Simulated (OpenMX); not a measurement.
MoSe in OpenMX: the effect of biaxial strain

MoSe:

```
CELL_PARAMETERS angstrom
3.33184 0.00000 0.00000
-1.66592 2.88546 0.00000
0.00000 0.00000 4.37280
ATOMIC_POSITIONS crystal
Mo 0.66667 0.33333 0.02544
Se 0.33333 0.66667 0.11843
```

The cell was built by a generator and needn't be a form met in nature.

Alike in all runs:

* Program: OpenMX 3.8.5
* Task: band structure
* Functional: PBE
* Potentials or basis: OpenMX 2013 PBE set, Mo7.0-s3p2d2, Se7.0-s3p2d2, grid cutoff 400 Ry
* k mesh: 7 × 7 × 5
* Occupations: fermi-dirac, width 0.05 eV
* Spin: no spin polarisation

```csv
biaxial strain,pressure (GPa),largest force (eV/Å)
-4 %,112.7,11.06
-2 %,92.2,9.03
0 %,74.8,7.33
2 %,?,?
4 %,47.4,4.63
```

What does the run with biaxial strain 2 % give?

Pressure 59.9 GPa; largest force 5.87 eV/Å.

Worked out: A parabola through the other rows of the pressure, of slope -6.82 GPa per % there, gives 59.7 GPa, against the run's 59.9. A parabola through the other rows of the largest force, of slope -0.67 eV/Å per % there, gives 5.84 eV/Å, against the run's 5.87.

Caveats: this functional lacks dispersion, which binds the layers, so the pressure and a relaxed spacing across them are unreliable; the basis of atomic orbitals isn't converged, which shifts pressures, moduli and gaps; forces of over 1 eV/Å show positions far from the minimum, so gaps and moduli don't describe the material at rest; the cell as given lies far from equilibrium (some runs).
